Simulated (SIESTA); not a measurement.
Runs of SIESTA 5.4.2 on NiMoIrPdW. Symmetry: P3m1, No. 156, trigonal system. Conventional cell: a = 4.147 Å, b = 4.147 Å, c = 5.416 Å, α = 90.00°, β = 90.00°, γ = 120.00°. Around Ni (site symmetry 3m) lie 3 W at 2.40 Å and 3 Ir at 2.71 Å. Mo (site symmetry 3m) is surrounded by 1 W at 2.49 Å and 3 Ir at 2.64 Å and 3 Pd at 2.85 Å. Pd (site symmetry 3m) has 2 Ir at 2.65 to 2.76 Å and 3 W at 2.76 Å and 3 Ni at 2.82 Å and 3 Mo at 2.85 Å as nearest neighbours. Around Ir (site symmetry 3m) lie 3 Mo at 2.64 Å and 2 Pd at 2.65 to 2.76 Å and 3 Ni at 2.71 Å and 3 W at 2.77 Å. W (site symmetry 3m) has 3 Ni at 2.40 Å and 1 Mo at 2.49 Å as nearest neighbours. The cell was built by a generator and needn't be a form met in nature.

| task | level | cell | k mesh | optimiser | force tolerance | gap on the mesh (eV) | pressure (GPa) | moment (μB) | largest force (eV/Å) |
| --- | --- | --- | --- | --- | --- | --- | --- | --- | --- |
| relaxation of cell and atoms | optB88-vdW | relaxed | 5 × 5 × 4 | Broyden | 0.02 eV/Å | none | 0.0 | 0.00 | 0.02 |
| band structure | RPBE | as given | 7 × 7 × 5 | - | - | none | (a) | 0.00 | 0.74 |
| band structure | PBE | as given | 7 × 7 × 5 | - | - | none | 2.9 | 0.00 | (b) |
| band structure | BLYP | as given | 7 × 7 × 5 | - | - | none | 12.2 | 0.00 | 0.76 |

Alike in all rows: potentials or basis PseudoDojo 0.4 standard (PBE files), DZP (energy shift 0.003 Ry; two zetas on semicore shells); spin collinear, ferromagnetic start; smearing fermi-dirac 0.05 eV; grid cutoff 800 Ry; energy shift 0.003 Ry.

**Question.** Fill in the values left out.

**Answer.** (a) 6.6; (b) 0.71.

Caveats: short orbitals over semicore shells can move pressures by several GPa; the valence orbitals were made in a potential fitted to the semicore shell under them, which widens gaps by tenths of an eV or more; the basis of atomic orbitals isn't converged, which shifts pressures, moduli and gaps; the potentials were made for another functional, which shifts forces and pressure (some runs).

A k mesh can miss the band edges, and the runs leave out spin-orbit coupling on Ir, Mo, Pd, W.

A gap of «none» marks a metal or a gap under the smearing width.

Not every run made on this cell is shown here.
